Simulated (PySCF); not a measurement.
**HBr: a composite coupled-cluster curve**

One table from this session's results is given with a row withheld; the runs are named, their logs left out.

Computed with PySCF 2.14.0. Level: CCSD(T) on RHF, scalar-relativistic core potentials.

2 further runs of the same task are left out: 2 set aside as unsound or not needed.

Set-up of the first run:

```yaml
molecule: HBr
state: singlet, unpaired electrons none
smaller_basis: H aug-cc-pVTZ, Br aug-cc-pVTZ-PP with ECP10
larger_basis: H aug-cc-pVQZ, Br aug-cc-pVQZ-PP with ECP10
frozen_core_orbitals: 9
extrapolation: correlation as n⁻³ (n = 3, 4), Hartree–Fock as (n+1)·exp(−9√n)
corrections: core–valence correlation
distances_Å: 1.2566, 1.3137, 1.3708, 1.4279, 1.4851, 1.5565, 1.6279
masses_u: 1.0078, 78.9183
dissociation_limit: H + Br
```

The run is started by

```sh
> OMP_NUM_THREADS=4 python comp.py task.json out
```

Among the steps run: Coupled cluster at each distance.

One table of the session follows, with a row left open; its other results are not shown here.

It belongs to the step «Constants step by step». 

```
                   level  ωe (%)
CCSD(T)/aug-cc-pVTZ(-PP)    -0.2
CCSD(T)/aug-cc-pVQZ(-PP)    -0.1
                  HF/CBS    +5.3
                 MP2/CBS    +2.2
                CCSD/CBS       ?
             CCSD(T)/CBS    -0.1
          CCSD(T)/CBS+CV    +0.3
```

**Question.** Estimate the row for CCSD/CBS.

**Answer.** ωe (%): +0.7. In the column «ωe (%)» it lies between CCSD(T)/CBS+CV (+0.3) and MP2/CBS (+2.2).
